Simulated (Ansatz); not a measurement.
**The cluster Ge₁₄SbH₂₄+: geometry, orbitals and charge**

What does the cluster Ge₁₄SbH₂₄+ look like as a singlet, and where do its frontier electrons sit?

Method: RKS PBE0-D4/def2-TZVP; program: Ansatz 0.2.0, Gaussian basis.

Plan: relaxation at PBE-D4/def2-SVP; a single point at PBE0-D4/def2-TZVP.

4 further runs of the same task are left out: 1 that didn't finish, 3 set aside as unsound or not needed.

**1. The starting structure**

39 atoms, charge 1, spin multiplicity 1.

Atoms are counted from 1 here; the program's logs count them from 0.

Bond lengths: Ge1–Ge2 2.397 Å, Ge1–Ge10 2.418 Å, Ge1–H16 1.514 Å, Ge1–H17 1.536 Å, Ge2–Ge3 2.406 Å, Ge2–Ge5 2.438 Å, Ge2–H18 1.515 Å, Ge3–Ge14 2.396 Å, Ge3–H19 1.494 Å, Ge3–H20 1.502 Å, Ge4–Ge7 2.406 Å, Ge4–Sb15 2.576 Å, Ge4–H21 1.506 Å, Ge4–H22 1.509 Å, Ge5–Sb15 2.573 Å, Ge5–H23 1.500 Å, Ge5–H24 1.486 Å, Ge6–Ge7 2.397 Å and more. Angles: Ge2–Ge1–Ge10 112.1°, Ge2–Ge1–H16 109.9°, Ge2–Ge1–H17 109.2°, Ge10–Ge1–H16 109.1°, Ge10–Ge1–H17 109.7°, H16–Ge1–H17 106.6°, Ge1–Ge2–Ge3 110.9°, Ge1–Ge2–Ge5 109.4°, Ge1–Ge2–H18 108.9°, Ge3–Ge2–Ge5 109.9°, Ge3–Ge2–H18 109.6°, Ge5–Ge2–H18 108.1°, Ge2–Ge3–Ge14 111.0°, Ge2–Ge3–H19 109.9°, Ge2–Ge3–H20 108.9°, Ge14–Ge3–H19 109.3°, Ge14–Ge3–H20 110.2°, H19–Ge3–H20 107.6° and more.

As a file:

```xyz
39
charge 1, multiplicity 1
Ge   -3.9609   -0.6580    1.7128
Ge   -4.0154   -0.6194   -0.6834
Ge   -3.9659    1.6411   -1.5049
Ge    2.0991   -1.8441   -1.5640
Ge   -2.1079   -1.8618   -1.5563
Ge    3.9618   -0.6474    1.7108
Ge    3.9923   -0.6463   -0.6864
Ge    0.0019   -0.6460    1.8541
Ge    1.9865   -1.8016    2.5331
Ge   -1.9945   -1.7830    2.5589
Ge    3.9698    1.6355   -1.5049
Ge   -0.0017    1.7775   -1.5781
Ge    1.9994    2.8042   -0.7088
Ge   -2.0112    2.7910   -0.7324
Sb   -0.0101   -0.6458   -0.6968
H    -5.1968   -1.3499    2.2462
H    -4.0012    0.7833    2.2426
H    -5.2809   -1.3046   -1.1568
H    -3.9794    1.6389   -2.9990
H    -5.2042    2.3535   -1.0411
H     2.0179   -1.8095   -3.0679
H     2.0048   -3.2511   -1.0270
H    -2.0267   -1.8318   -3.0541
H    -2.0052   -3.2425   -1.0164
H     5.1991   -1.3427    2.2322
H     3.9700    0.7631    2.2499
H     5.2702   -1.3019   -1.1718
H    -0.0069    0.8204    2.2313
H     2.0490   -1.8433    4.0523
H     1.9892   -3.1989    2.0269
H    -2.0423   -1.8486    4.0629
H    -1.9957   -3.2124    2.0358
H     3.9760    1.6219   -3.0296
H     5.1987    2.3406   -1.0360
H     0.0040    1.6575   -3.0655
H     2.0872    4.2496   -1.1853
H     2.0025    2.7872    0.7982
H    -2.0722    4.2499   -1.2004
H    -1.9748    2.7961    0.7788
```

Sb takes a core potential in the def2 sets. No spin-orbit coupling is included. The ion is computed in the gas phase, without counter-ions or solvent.

The start is a force-field or lattice model geometry.

**2. Relaxation at PBE-D4/def2-SVP**

The input, in.yaml:

```yaml
crystal:
  periodic: [false, false, false]
  atoms:
    - {symbol: Ge, position_ang: [-3.960900, -0.658000, 1.712800]}
    - {symbol: Ge, position_ang: [-4.015400, -0.619400, -0.683400]}
    - {symbol: Ge, position_ang: [-3.965900, 1.641100, -1.504900]}
    - {symbol: Ge, position_ang: [2.099100, -1.844100, -1.564000]}
    - {symbol: Ge, position_ang: [-2.107900, -1.861800, -1.556300]}
    - {symbol: Ge, position_ang: [3.961800, -0.647400, 1.710800]}
    - {symbol: Ge, position_ang: [3.992300, -0.646300, -0.686400]}
    - {symbol: Ge, position_ang: [0.001900, -0.646000, 1.854100]}
    - {symbol: Ge, position_ang: [1.986500, -1.801600, 2.533100]}
    - {symbol: Ge, position_ang: [-1.994500, -1.783000, 2.558900]}
    - {symbol: Ge, position_ang: [3.969800, 1.635500, -1.504900]}
    - {symbol: Ge, position_ang: [-0.001700, 1.777500, -1.578100]}
    - {symbol: Ge, position_ang: [1.999400, 2.804200, -0.708800]}
    - {symbol: Ge, position_ang: [-2.011200, 2.791000, -0.732400]}
    - {symbol: Sb, position_ang: [-0.010100, -0.645800, -0.696800]}
    - {symbol: H, position_ang: [-5.196800, -1.349900, 2.246200]}
    - {symbol: H, position_ang: [-4.001200, 0.783300, 2.242600]}
    - {symbol: H, position_ang: [-5.280900, -1.304600, -1.156800]}
    - {symbol: H, position_ang: [-3.979400, 1.638900, -2.999000]}
    - {symbol: H, position_ang: [-5.204200, 2.353500, -1.041100]}
    - {symbol: H, position_ang: [2.017900, -1.809500, -3.067900]}
    - {symbol: H, position_ang: [2.004800, -3.251100, -1.027000]}
    - {symbol: H, position_ang: [-2.026700, -1.831800, -3.054100]}
    - {symbol: H, position_ang: [-2.005200, -3.242500, -1.016400]}
    - {symbol: H, position_ang: [5.199100, -1.342700, 2.232200]}
    - {symbol: H, position_ang: [3.970000, 0.763100, 2.249900]}
    - {symbol: H, position_ang: [5.270200, -1.301900, -1.171800]}
    - {symbol: H, position_ang: [-0.006900, 0.820400, 2.231300]}
    - {symbol: H, position_ang: [2.049000, -1.843300, 4.052300]}
    - {symbol: H, position_ang: [1.989200, -3.198900, 2.026900]}
    - {symbol: H, position_ang: [-2.042300, -1.848600, 4.062900]}
    - {symbol: H, position_ang: [-1.995700, -3.212400, 2.035800]}
    - {symbol: H, position_ang: [3.976000, 1.621900, -3.029600]}
    - {symbol: H, position_ang: [5.198700, 2.340600, -1.036000]}
    - {symbol: H, position_ang: [0.004000, 1.657500, -3.065500]}
    - {symbol: H, position_ang: [2.087200, 4.249600, -1.185300]}
    - {symbol: H, position_ang: [2.002500, 2.787200, 0.798200]}
    - {symbol: H, position_ang: [-2.072200, 4.249900, -1.200400]}
    - {symbol: H, position_ang: [-1.974800, 2.796100, 0.778800]}
basis:
  gaussian: {orbitals: def2-SVP, fitting: {mean_field: def2-universal-jkfit}}
total_charge: 1
hamiltonian: {xc: pbe, dispersion: d4}
scf: {lower_state_search: "off"}
output: {orbitals: {seedname: orbitals}}
relax: {f_tol: 0.03, max_steps: 70}
```

The run is started by

```sh
> ansatz run in.yaml --threads 4 --pin off --events-out ev --progress --plain --max-ram 66560MiB --backend cuda --devices 0, --max-vram 37GiB
```

After this run come: Single point, PBE0-D4/def2-TZVP.

**Question.** What will the summary of the whole plan be? Wanted: point group; commonest bond, hydrogen aside; HOMO, LUMO at PBE0-D4/def2-TZVP.

The runs gave:

```
                       quantity                             value
                    point group                                Cs
 commonest bond, hydrogen aside  Ge–Ge, 14 of mean length 2.450 Å
HOMO, LUMO at PBE0-D4/def2-TZVP                   -9.96, -4.81 eV
```

**Reading.** The molecule keeps its bonding pattern by the stored test; the atoms moved 0.16 Å (rms). No usable vibrations, so a minimum isn't proven. Whether this spin is the lowest isn't tested here. The point group is read from a loosely relaxed geometry; soft torsions can leave it below the true symmetry.
